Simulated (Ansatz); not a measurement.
# YMg6Cr (Amm2) in Ansatz: reference runs

Reference runs on YMg6Cr: the cell as given and a disturbed copy.

All numbers are computed with Ansatz 0.2.0; they aren't measurements. Logs are shortened: lines on timing, memory, paths and dates and some standing lists are left out, and cuts for length are marked.

### Step 1. Starting point

Symmetry: Amm2, No. 38, orthorhombic system. Conventional cell: a = 5.083 Å, b = 6.504 Å, c = 11.289 Å, α = 90.00°, β = 90.00°, γ = 90.00°. Around Y (site symmetry mm2) lie 2 Cr at 3.12 Å and 10 Mg at 3.18 to 3.34 Å. Around Cr (site symmetry mm2) lie 2 Y at 3.12 Å and 10 Mg at 3.13 to 3.34 Å. Mg (site symmetry mm2) has 10 Mg at 3.19 to 3.29 Å and 2 Cr at 3.25 Å as nearest neighbours. Around Mg (site symmetry m) lie 8 Mg at 3.11 to 3.32 Å and 2 Cr at 3.18 to 3.34 Å and 2 Y at 3.22 Å. Mg (site symmetry mm2) has 10 Mg at 3.15 to 3.36 Å and 2 Y at 3.25 Å as nearest neighbours. Mg (site symmetry m) is surrounded by 8 Mg at 3.11 to 3.38 Å and 2 Cr at 3.13 Å and 2 Y at 3.18 to 3.34 Å.

The cell comes from a database or a generator and needn't be the stable form of this composition.

### Step 2. Single point, PBE, collinear spin, ferromagnetic start

File input.yaml:

```yaml
crystal:
  lattice:
    - [5.082717, 0.0, 0.0]
    - [0.0, 3.252099, 5.6447235]
    - [0.0, -3.252099, 5.6447235]
  atoms:
    - { symbol: "Y", position: [0.0, 0.825909, 0.825909] }
    - { symbol: Cr, position: [0.5, 0.665335, 0.665335], spin: 3.0 }
    - { symbol: Mg, position: [0.5, 0.166811, 0.166811] }
    - { symbol: Mg, position: [0.5, 0.666404, 0.176744] }
    - { symbol: Mg, position: [0.5, 0.176744, 0.666404] }
    - { symbol: Mg, position: [0.0, 0.337613, 0.337613] }
    - { symbol: Mg, position: [0.0, 0.820575, 0.340609] }
    - { symbol: Mg, position: [0.0, 0.340609, 0.820575] }
hamiltonian:
  xc: pbe
  pseudopotentials: { kind: paw }
magnetization:
  spin_polarized: true
kpoints:
  mp_grid: { grid: [5, 5, 5] }
scf:
  occupations: { method: fermi_dirac, width: 0.05 }
output:
  forces: true
  stress: true
  eigenvalues: true
```

Potentials or basis: Ansatz PAW.

On the command line:

```bash
> ansatz run input.yaml --threads 4 --pin off --max-ram 10240MiB --backend cpu --events-out ev --progress --plain --runs-dir out
```

The program printed:

```text
Warning: RAYON_NUM_THREADS=4 ignored (pool sized by the plan → 4); use --threads N
Engine: ansatz 0.2.0, aarch64-unknown-linux-gnu
Pseudopotentials: kind: paw
Pseudopotential: Y, paw, valence charge 11, recommended cutoff 420 eV (normal), Y.paw.azcp
Pseudopotential: Cr, paw, valence charge 14, recommended cutoff 420 eV (normal), Cr.paw.azcp
Pseudopotential: Mg, paw, valence charge 10, recommended cutoff 420 eV (normal), Mg.paw.azcp
Functional definition: PBE
  parameter kappa = 0.804
  parameter beta = 0.06672455060314922
  exchange = pbe_x(kappa = kappa, mu = beta*pi^2/3)
  correlation = pbe_c(beta = beta)
Crystal: 8 atoms, lattice volume = 186.609 Å³
Basis set: ecut = 420 eV, 3661 PW (Γ), exchange–correlation on 72×90×90 points (8 copies of the dense FFT grid, shifted against one another)
Bands: 53, of which v1, the nominal top of the filled ones, is band 43 counted from 1 (42 counted from 0)
Symmetry: 4 space group operations
Space group: Amm2 (ITA 38), of the structure as read, at distance tolerance 5.7e-5 Å
Magnetic group: BNS 38.187 (UNI 285), of the structure as read, at distance tolerance 5.7e-5 Å
k-points: 27 of 125 (time reversal used)
Non-local potential: Y, projectors of the file, l = 0: 3, l = 1: 2, l = 2: 2, l = 3: 1
Non-local potential: Cr, projectors of the file, l = 0: 3, l = 1: 2, l = 2: 3, l = 3: 1
Non-local potential: Mg, projectors of the file, l = 0: 3, l = 1: 2, l = 2: 1
PAW form: soft (Blöchl's): semilocal exchange-correlation on the pseudo side does not see the compensation charge
PAW one-centre angular grid: Y, 590 points (default); XC on 64 Gauss nodes
PAW one-centre angular grid: Cr, 590 points (default); XC on 64 Gauss nodes
PAW one-centre angular grid: Mg, 110 points (default); XC on 64 Gauss nodes
Initial density: superposition of atomic densities (chi_scale 0.1, normalization cell)
Starting moments: Σ|m| = 3 μB on 1 of 8 sites
Initial wavefunctions: pseudopotential atomic-orbital guess
Functional: x = pbe(κ = 0.804, μ = 0.2195149727645171), c = pbe(β = 0.06672455060314922)
SCF iter   1: F=—  HF=-18768.361201 eV  |F-HF|=—  |Δ(HF+E_count)|=         —  Δρ=3.02e-2 (↑1.58e-2 ↓3.02e-2)  dr2=6.10e0  dr2_m=1.76e-1  M=3.533 μB ∫|m|=4.061 μB  β_m=0.30  ethr=3.10e-3  ⟨swp⟩=6.9  Hψ=12010  notcnv=0
Mixer restart at iter 1: flushing history
[... 16 lines left out ...]
Magnetization: 4.1592 μB (44.5796 up, 40.4204 down)
Absolute magnetization: 4.8334 μB (∫|ρ↑−ρ↓|, with the PAW one-centre terms)
Spin contamination: 0.4726 ħ² per cell (⟨S²⟩ above its minimum at these occupations)
Per-site moments (μB) at R_I (Å): [(0.007072489636897767, 1.2876818086540147), (3.888985302907722, 1.2876818086540147), (-0.02136220782451472, 1.3159131551116274), (-0.018489341435899573, 1.283553305019863), (-0.01848934143589906, 1.283553305019863), (0.007371624848617517, 1.2974273983954623), (-0.013659550367473997, 1.283553305019863), (-0.013659550367474004, 1.283553305019863)]
Free energy (F): -18768.116349 eV
Harris-Foulkes:  -18768.116349 eV  (|F-HF|=2.41e-9)
Internal energy: -18768.075010 eV  (E = F + TS)
E sigma→0 (E₀):  -18768.095680 eV
Entropy (-TS):   -0.041339 eV (-5.167 meV/atom)
Fermi energy:    6.834089 eV
--- Per-component energies (eV) ---
  E_band       = -2518.115858
  E_kinetic    = 1094.719291
  E_local      = -12164.137048  (includes V_loc(G=0)·N_el)
  E_nonlocal   = 709.434548
  E_hartree    = 4452.001075
  E_xc         = -480.925279
  E_vxc        = -593.605260  (∫ρ·V_xc dr)
  E_paw        = -5780.052358  (= ΣΔE_a)
  E_vpaw       = -468.532732  (= ΣTr[D̂ρ^β])
  E_aug_tail   = 0.000354  (compensation charges beyond the density's cutoff)
  E_ewald      = -6599.115594
  E_smearing   = -0.041339  (= −TS)
  E_closure    = 0.000000  (closes the sum)
  Σ components = -18768.116349   (vs F -18768.116349, Δ=0.00e0)
--- Forces (eV/Å), atoms counted from 1 ---
  atom   1  Y     -0.00000000    -0.00000000    -0.03301028
  atom   2  Cr     0.00000000    -0.00000000     0.00882464
  atom   3  Mg    -0.00000000     0.00000000     0.03194008
  atom   4  Mg    -0.00000000    -0.01102354     0.02138927
  atom   5  Mg     0.00000000     0.01102354     0.02138927
  atom   6  Mg     0.00000000    -0.00000000    -0.01858806
  atom   7  Mg     0.00000000     0.01262883    -0.01597027
  atom   8  Mg     0.00000000    -0.01262883    -0.01597027
  max |Σ_I F_I| component: 4.40e-6 eV/Å
--- Stress (GPa, compression-positive) ---
       -0.056172       0.000000       0.000000
        0.000000      -0.141254      -0.000000
        0.000000      -0.000000       0.056609
  P = ⅓ Tr σ = -0.0469 GPa (-0.469 kbar)
--- Band table (eV; the first three rows and the last of 54) ---
  k-point 0 ↑: bands = ["-69.2761", "-68.8453", "-68.8445", "-68.8218", "-68.7133", "-68.7125", "-65.8410", "-37.2176", "-37.2130", "-37.2028", "-36.0399", "-36.0336", "-36.0141", "-35.7825", "-35.6151", "-35.6059", "-35.6023", "-35.5974", "-35.5900", "-35.5863", "-35.5852", "-35.5780", "-35.5610", "-35.4859", "-35.4758", "-35.4634", "-35.4623", "-35.4572", "-35.4516", "-15.8466", "-15.8061", "-15.7988", "0.3005", "4.1898", "4.2735", "4.3884", "4.6258", "5.0445", "5.0614", "5.2402", "5.3264", "5.6217", "5.9557", "6.1519", "6.3183", "7.1774", "7.6907", "7.8028", "9.0179", "9.1424", "9.8115", "9.9060", "10.1715"]
  k-point 1 ↑: bands = ["-69.2761", "-68.8452", "-68.8446", "-68.8218", "-68.7133", "-68.7125", "-65.8410", "-37.2176", "-37.2130", "-37.2028", "-36.0399", "-36.0336", "-36.0141", "-35.7831", "-35.6142", "-35.6066", "-35.6022", "-35.5975", "-35.5899", "-35.5863", "-35.5856", "-35.5780", "-35.5606", "-35.4851", "-35.4765", "-35.4633", "-35.4624", "-35.4568", "-35.4520", "-15.8466", "-15.8063", "-15.7992", "0.5012", "3.2105", "3.9864", "4.1849", "4.8120", "5.1579", "5.1878", "5.2974", "5.4471", "5.9747", "6.1333", "6.4516", "6.6954", "7.5391", "7.6359", "7.7695", "8.7768", "9.0637", "9.4323", "9.5634", "10.4096"]
  k-point 2 ↑: bands = ["-69.2761", "-68.8451", "-68.8447", "-68.8218", "-68.7132", "-68.7127", "-65.8410", "-37.2176", "-37.2130", "-37.2027", "-36.0398", "-36.0336", "-36.0141", "-35.7840", "-35.6121", "-35.6084", "-35.6020", "-35.5978", "-35.5895", "-35.5866", "-35.5858", "-35.5779", "-35.5599", "-35.4833", "-35.4782", "-35.4632", "-35.4625", "-35.4558", "-35.4530", "-15.8466", "-15.8068", "-15.7999", "1.0855", "2.0410", "3.7545", "3.8543", "4.9344", "5.1127", "5.1917", "5.2824", "5.6851", "6.4257", "6.5034", "6.9427", "7.3464", "7.5647", "7.5666", "8.1540", "8.2994", "8.8294", "9.4901", "9.6140", "10.1932"]
  k-point 26 ↓: bands = ["-69.2828", "-68.8510", "-68.8504", "-68.8189", "-68.7183", "-68.7175", "-62.1369", "-36.0464", "-36.0434", "-36.0203", "-35.7847", "-35.6203", "-35.6114", "-35.6069", "-35.6053", "-35.5970", "-35.5925", "-35.5823", "-35.5778", "-35.5563", "-35.4901", "-35.4819", "-35.4687", "-35.4675", "-35.4634", "-35.4590", "-33.5888", "-33.5372", "-33.5251", "-15.8361", "-15.8238", "-15.8052", "2.5294", "2.7505", "3.5548", "3.7795", "3.9173", "4.8428", "6.1136", "6.6739", "6.8500", "7.1999", "7.6477", "7.9520", "8.7195", "8.7289", "9.0033", "9.2889", "9.3825", "9.8878", "10.0309", "10.2894", "10.5466"]
```

Run time: 14 s. Hardware: 4 threads of Arm Neoverse V2, shared host; peak memory 0.75 GiB.

What came out:

- Free energy: -18768.1163 eV
- Pressure: 0.0 GPa
- Largest force: 0.033 eV/Å
- Band gap on the k mesh: none (metal or under the smearing width)
- Net moment: 4.16 μB per cell
- Absolute moment: 4.83 μB per cell
- Site moments: Y +0.01; Cr +3.89; Mg -0.02, +0.01, -0.01 μB

Forces on the atoms (eV/Å):
```
Y    0.000  0.000 -0.033
Cr   0.000  0.000  0.009
Mg   0.000  0.000  0.032
Mg   0.000 -0.011  0.021
Mg   0.000  0.011  0.021
Mg   0.000  0.000 -0.019
Mg   0.000  0.013 -0.016
Mg   0.000 -0.013 -0.016
```

### Step 3. Single point, PBE, collinear spin, ferromagnetic start (atoms moved at random, drawn with an rms of 0.05 Å)

File input.yaml:

```yaml
crystal:
  lattice:
    - [5.082717, 0.0, 0.0]
    - [0.0, 3.252099, 5.6447235]
    - [0.0, -3.252099, 5.6447235]
  atoms:
    - { symbol: "Y", position: [-0.000127, 0.821498, 0.823356] }
    - { symbol: Cr, position: [0.494883, 0.666148, 0.671134], spin: 3.0 }
    - { symbol: Mg, position: [0.502598, 0.161304, 0.169575] }
    - { symbol: Mg, position: [0.500699, 0.67271, 0.174081] }
    - { symbol: Mg, position: [0.501593, 0.169954, 0.663272] }
    - { symbol: Mg, position: [-0.010349, 0.336771, 0.329269] }
    - { symbol: Mg, position: [0.010624, 0.829341, 0.334135] }
    - { symbol: Mg, position: [-0.003766, 0.338573, 0.820931] }
hamiltonian:
  xc: pbe
  pseudopotentials: { kind: paw }
magnetization:
  spin_polarized: true
kpoints:
  mp_grid: { grid: [5, 5, 5] }
scf:
  occupations: { method: fermi_dirac, width: 0.05 }
output:
  forces: true
  stress: true
  eigenvalues: true
```

Potentials or basis: Ansatz PAW.

On the command line:

```bash
> ansatz run input.yaml --threads 4 --pin off --max-ram 10240MiB --backend cpu --events-out ev --progress --plain --runs-dir out
```

The program printed:

```text
Warning: RAYON_NUM_THREADS=4 ignored (pool sized by the plan → 4); use --threads N
Engine: ansatz 0.2.0, aarch64-unknown-linux-gnu
Pseudopotentials: kind: paw
Pseudopotential: Y, paw, valence charge 11, recommended cutoff 420 eV (normal), Y.paw.azcp
Pseudopotential: Cr, paw, valence charge 14, recommended cutoff 420 eV (normal), Cr.paw.azcp
Pseudopotential: Mg, paw, valence charge 10, recommended cutoff 420 eV (normal), Mg.paw.azcp
Functional definition: PBE
  parameter kappa = 0.804
  parameter beta = 0.06672455060314922
  exchange = pbe_x(kappa = kappa, mu = beta*pi^2/3)
  correlation = pbe_c(beta = beta)
Crystal: 8 atoms, lattice volume = 186.609 Å³
Basis set: ecut = 420 eV, 3661 PW (Γ), exchange–correlation on 72×90×90 points (8 copies of the dense FFT grid, shifted against one another)
Bands: 53, of which v1, the nominal top of the filled ones, is band 43 counted from 1 (42 counted from 0)
Symmetry: 1 space group operations
Space group: P1 (ITA 1), of the structure as read, at distance tolerance 5.7e-5 Å
Magnetic group: BNS 1.1 (UNI 1), of the structure as read, at distance tolerance 5.7e-5 Å
k-points: 63 of 125 (time reversal used)
Non-local potential: Y, projectors of the file, l = 0: 3, l = 1: 2, l = 2: 2, l = 3: 1
Non-local potential: Cr, projectors of the file, l = 0: 3, l = 1: 2, l = 2: 3, l = 3: 1
Non-local potential: Mg, projectors of the file, l = 0: 3, l = 1: 2, l = 2: 1
PAW form: soft (Blöchl's): semilocal exchange-correlation on the pseudo side does not see the compensation charge
PAW one-centre angular grid: Y, 590 points (default); XC on 64 Gauss nodes
[... 31 lines left out ...]
E sigma→0 (E₀):  -18768.062274 eV
Entropy (-TS):   -0.043051 eV (-5.381 meV/atom)
Fermi energy:    6.827661 eV
--- Per-component energies (eV) ---
  E_band       = -2518.437703
  E_kinetic    = 1094.902634
  E_local      = -12159.743091  (includes V_loc(G=0)·N_el)
  E_nonlocal   = 709.480227
  E_hartree    = 4449.623091
  E_xc         = -480.961615
  E_vxc        = -593.656855  (∫ρ·V_xc dr)
  E_paw        = -5780.115212  (= ΣΔE_a)
  E_vpaw       = -468.671025  (= ΣTr[D̂ρ^β])
  E_aug_tail   = 0.000352  (compensation charges beyond the density's cutoff)
  E_ewald      = -6601.227133
  E_smearing   = -0.043051  (= −TS)
  E_closure    = 0.000000  (closes the sum)
  Σ components = -18768.083799   (vs F -18768.083799, Δ=0.00e0)
--- Forces (eV/Å), atoms counted from 1 ---
  atom   1  Y     -0.03240350     0.08698137     0.13798575
  atom   2  Cr     0.09981580     0.01598679    -0.14454935
  atom   3  Mg    -0.05087671     0.09982163     0.06101754
  atom   4  Mg     0.00188305    -0.11568495    -0.04334570
  atom   5  Mg    -0.10567952     0.06272683     0.12738997
  atom   6  Mg     0.18597714    -0.06784839     0.12830042
  atom   7  Mg    -0.15567776    -0.13005563    -0.12767663
  atom   8  Mg     0.05696008     0.04807241    -0.13911138
  max |Σ_I F_I| component: 1.06e-5 eV/Å
--- Stress (GPa, compression-positive) ---
        0.097567       0.061430      -0.100665
        0.061430      -0.302545       0.066262
       -0.100665       0.066262       0.192650
  P = ⅓ Tr σ = -0.0041 GPa (-0.041 kbar)
--- Band table (eV; the first three rows and the last of 126) ---
  k-point 0 ↑: bands = ["-69.2690", "-68.8628", "-68.8570", "-68.8345", "-68.7262", "-68.7238", "-65.8464", "-37.2270", "-37.2174", "-37.2055", "-36.0335", "-36.0262", "-36.0069", "-35.7429", "-35.6304", "-35.6201", "-35.6188", "-35.6114", "-35.6050", "-35.5989", "-35.5977", "-35.5918", "-35.5745", "-35.4967", "-35.4869", "-35.4767", "-35.4742", "-35.4697", "-35.4642", "-15.8140", "-15.7712", "-15.7624", "0.3075", "4.2200", "4.2966", "4.3590", "4.6360", "5.0145", "5.0409", "5.2557", "5.3100", "5.6231", "5.9595", "6.1555", "6.3018", "7.1799", "7.6572", "7.8566", "9.0313", "9.1489", "9.8355", "9.9279", "10.1515"]
  k-point 1 ↑: bands = ["-69.2690", "-68.8628", "-68.8570", "-68.8345", "-68.7261", "-68.7238", "-65.8464", "-37.2270", "-37.2174", "-37.2055", "-36.0335", "-36.0262", "-36.0069", "-35.7436", "-35.6297", "-35.6206", "-35.6187", "-35.6115", "-35.6050", "-35.5993", "-35.5976", "-35.5918", "-35.5740", "-35.4959", "-35.4876", "-35.4767", "-35.4742", "-35.4693", "-35.4646", "-15.8140", "-15.7715", "-15.7629", "0.5087", "3.2302", "3.9944", "4.1484", "4.8071", "5.1539", "5.1848", "5.2945", "5.4533", "5.9747", "6.1491", "6.4665", "6.6645", "7.5273", "7.6391", "7.7997", "8.7874", "9.0603", "9.4267", "9.5924", "10.4009"]
  k-point 2 ↑: bands = ["-69.2690", "-68.8628", "-68.8570", "-68.8345", "-68.7261", "-68.7238", "-65.8464", "-37.2270", "-37.2174", "-37.2055", "-36.0334", "-36.0262", "-36.0070", "-35.7448", "-35.6283", "-35.6218", "-35.6186", "-35.6117", "-35.6049", "-35.5999", "-35.5974", "-35.5918", "-35.5731", "-35.4940", "-35.4894", "-35.4767", "-35.4742", "-35.4686", "-35.4653", "-15.8140", "-15.7718", "-15.7637", "1.0960", "2.0499", "3.7596", "3.8265", "4.9402", "5.0957", "5.1825", "5.2878", "5.6821", "6.4585", "6.5172", "6.9424", "7.3421", "7.5140", "7.5764", "8.1967", "8.3004", "8.8525", "9.4527", "9.6520", "10.1671"]
  k-point 62 ↓: bands = ["-69.2756", "-68.8690", "-68.8627", "-68.8320", "-68.7313", "-68.7290", "-62.1551", "-36.0399", "-36.0358", "-36.0130", "-35.7464", "-35.6365", "-35.6250", "-35.6247", "-35.6180", "-35.6132", "-35.6057", "-35.5938", "-35.5914", "-35.5715", "-35.5014", "-35.4921", "-35.4821", "-35.4804", "-35.4770", "-35.4713", "-33.6152", "-33.5521", "-33.5383", "-15.8013", "-15.7924", "-15.7725", "1.5724", "2.7055", "4.1469", "4.9290", "5.0521", "5.6060", "5.6673", "6.4322", "6.5254", "6.8871", "6.9400", "7.0983", "7.8380", "8.0696", "8.8573", "9.2887", "9.3991", "9.4825", "9.6617", "10.1158", "10.7787"]
```

Wall time 31 s (4 threads of Arm Neoverse V2, shared host); peak memory 1.1 GiB.

Results:

| Quantity | Value |
| --- | --- |
| Free energy | -18768.0838 eV |
| Pressure | 0.0 GPa |
| Largest force | 0.240 eV/Å |
| Band gap on the k mesh | none (metal or under the smearing width) |
| Net moment | 4.13 μB per cell |
| Absolute moment | 4.82 μB per cell |
| Site moments | Y +0.00; Cr +3.84; Mg -0.02, +0.01, -0.01 μB |

Forces in eV/Å, atoms in the order of the input:
```
Y   -0.032  0.087  0.138
Cr   0.100  0.016 -0.145
Mg  -0.051  0.100  0.061
Mg   0.002 -0.116 -0.043
Mg  -0.106  0.063  0.127
Mg   0.186 -0.068  0.128
Mg  -0.156 -0.130 -0.128
Mg   0.057  0.048 -0.139
```

Stress tensor (GPa, compression positive):
```
 0.10  0.06 -0.10
 0.06 -0.30  0.07
-0.10  0.07  0.19
```
